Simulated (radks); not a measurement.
# B⁺ in 1s1.5 2s2 3s0.5: an all-electron calculation

The task here is to estimate one member of a computed series from the others.

Method: non-relativistic Kohn-Sham, r2SCAN, spin-polarised, spherical densities, point nucleus; open shells are filled with parallel spins first. Code: radks (a radial shooting solver on a logarithmic mesh, Libxc functionals) version 1.

## The system

* element: boron (Z = 5)
* charge: +1
* electrons: 4
* configuration: 1s1.5 2s2 3s0.5

The first run:

Settings of this run:

```text
Z 5
configuration 1s1.5 2s2 3s0.5
relativity non-relativistic
functional r2scan,r2scan
spin polarised
nucleus point
```

One table of the session follows, with a row left open; its other results are not shown here.

It belongs to the step «Orbitals and density». From the orbitals of this run (lengths in bohr):

```
  level     <r>  outermost maximum (interpolated)  90 % within  nodes
  1s up  0.3148                             0.205        0.562      0
1s down  0.3199                             0.208        0.572      0
  2s up   1.597                              1.31         2.47      1
2s down   1.625                              1.34         2.52      1
  3s up       ?                                 ?            ?      ?
```

**Question.** Estimate the row for 3s up.

**Answer.** <r>: 4.889; outermost maximum (interpolated): 4.45; 90 % within: 7.05; nodes: 2. In the column «<r>» it is the highest.
